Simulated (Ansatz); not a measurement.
# H3PTe: the cost of one run

Computed with Ansatz 0.2.0 through its Python package. Level of theory: PBE0/def2-SVP.

## 1. The system

Bond lengths: P1–Te2 2.464 Å, P1–H3 1.373 Å, P1–H4 1.455 Å, Te2–H5 1.741 Å. Angles: P1–Te2–H5 91.5°, Te2–P1–H3 97.4°, Te2–P1–H4 92.0°, H3–P1–H4 96.3°.

The script holds or builds the structure itself.

## 2. Script

The input, h3pte_relaxed_scan.py:

```python
"""One bond of H3PTe held at set lengths while the rest relaxes."""

import warnings

import ansatz as az
import numpy as np

BASIS_SET = "def2-SVP"
XC = "pbe0"

warnings.simplefilter("ignore", az.DeckWarning)

geometry_ang = [
    ("P", [-0.8405, -0.482, 0.3181]),
    ("Te", [1.2169, 0.8686, 0.4427]),
    ("H", [-0.3452, -1.6126, 0.9191]),
    ("H", [-0.5524, -0.8883, -1.0494]),
    ("H", [0.5711, 2.0406, -0.6718]),
]
mol = az.Crystal.molecule()
for symbol, xyz in geometry_ang:
    mol = mol.atom(symbol, xyz)

job = mol.calculation().basis(gaussian=BASIS_SET).functional(XC)
symbols = [site.symbol for site in mol.cartesian_sites]
pairs = [(0, 1), (0, 2), (0, 3), (1, 4)]
print("held (A)   E (eV)        ", "  ".join(f"{symbols[i]}{i}-{symbols[j]}{j}" for i, j in pairs))
for length in [1.26, 1.37, 1.48, 1.65, 1.85]:
    report = job.relax(constraints=[az.DistanceConstraint((0, 2), at=length)], force_tolerance=0.02, max_steps=60).run(threads=1).report
    xyz = np.array(report["positions_ang"])
    print(f"{length:6.2f} {report['free_energy_ev']:14.5f}  ", "  ".join(f"{np.linalg.norm(xyz[i] - xyz[j]):.3f}" for i, j in pairs))
```

## 3. The input behind the calls

The engine receives this input (first run):

```yaml
crystal:
  periodic: [false, false, false]
  atoms:
    - { symbol: P, position_ang: [-0.8405, -0.482, 0.3181] }
    - { symbol: Te, position_ang: [1.2169, 0.8686, 0.4427] }
    - { symbol: H, position_ang: [-0.3452, -1.6126, 0.9191] }
    - { symbol: H, position_ang: [-0.5524, -0.8883, -1.0494] }
    - { symbol: H, position_ang: [0.5711, 2.0406, -0.6718] }
basis:
  gaussian:
    orbitals: def2-SVP
hamiltonian:
  xc: pbe0
relax:
  f_tol: 0.02
  max_steps: 60
  constraints:
    - { distance: [0, 2], at: 1.26 }
```

## 4. Running it

On the command line:

```sh
$ python h3pte_relaxed_scan.py
```

Q: Estimate wall time and peak memory on 1 thread of Intel Xeon at 2.60GHz (Ice Lake), shared host.

About 89 s, with a peak of 0.21 GiB.
